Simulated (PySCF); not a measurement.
**InH2OF (SMILES [OH][InH][F]): HF/3-21G**

Wanted: energy and forces of InH2OF. Input form: a Python script.

The results are computed with PySCF 2.14.0.

2 further runs of the same task are left out: 2 set aside as unsound or not needed.

## (1) The molecule

InH2OF has 5 atoms, charge 0, and is taken as a singlet. As SMILES, `[OH][InH][F]`. The coordinates come from a PBE0-D4/def2-TZVP relaxation. This is a higher conformer, about 10 kJ/mol above the lowest found by a separate search.

Bond lengths: O1–In2 1.966 Å, In2–F3 1.944 Å, O1–H4 0.960 Å, In2–H5 1.691 Å. Angles: O1–In2–F3 106.4°, O1–In2–H5 133.9°, F3–In2–H5 119.7°, In2–O1–H4 113.6°.

## (2) Energy and forces at HF/3-21G

File input.py:

```python
import pyscf.grad
from pyscf import gto

mol = gto.M(
    atom='''
O       -1.279500      -0.345900      -0.577400
In       0.480100       0.042500       0.210000
F        1.185900      -1.654700       0.841500
H       -1.725200       0.429800      -0.925700
H        1.388500       1.454700       0.410200
''',
    basis='3-21g',
    charge=0,
    verbose=4,
    max_memory=1860,
)

mf = mol.RHF()
mf.conv_tol = 1e-10
mf.kernel()
if not mf.converged:
    mf = mf.newton().run(mf.mo_coeff, mf.mo_occ)

e_tot = mf.e_tot
print(f'total energy: {e_tot:.8f} hartree')
grad = mf.Gradients().kernel()
mf.analyze()
```

Launch:

```
OMP_NUM_THREADS=1 python input.py
```

**Question.** What will come out? Wanted: total energy; dipole moment; HOMO energy; LUMO energy; HOMO–LUMO gap; largest force on an atom.

**Answer.** As computed:

At HF/3-21G:

```
                quantity           value
            total energy  -5889.27846 Eh
           dipole moment          4.65 D
             HOMO energy       -11.90 eV
             LUMO energy         1.44 eV
           HOMO–LUMO gap        13.34 eV
largest force on an atom      1.950 eV/Å
```

The largest force is 1.95 eV/Å: the shape isn't a stationary point for this species at this level. Relativity is left out although the molecule holds a heavy atom.
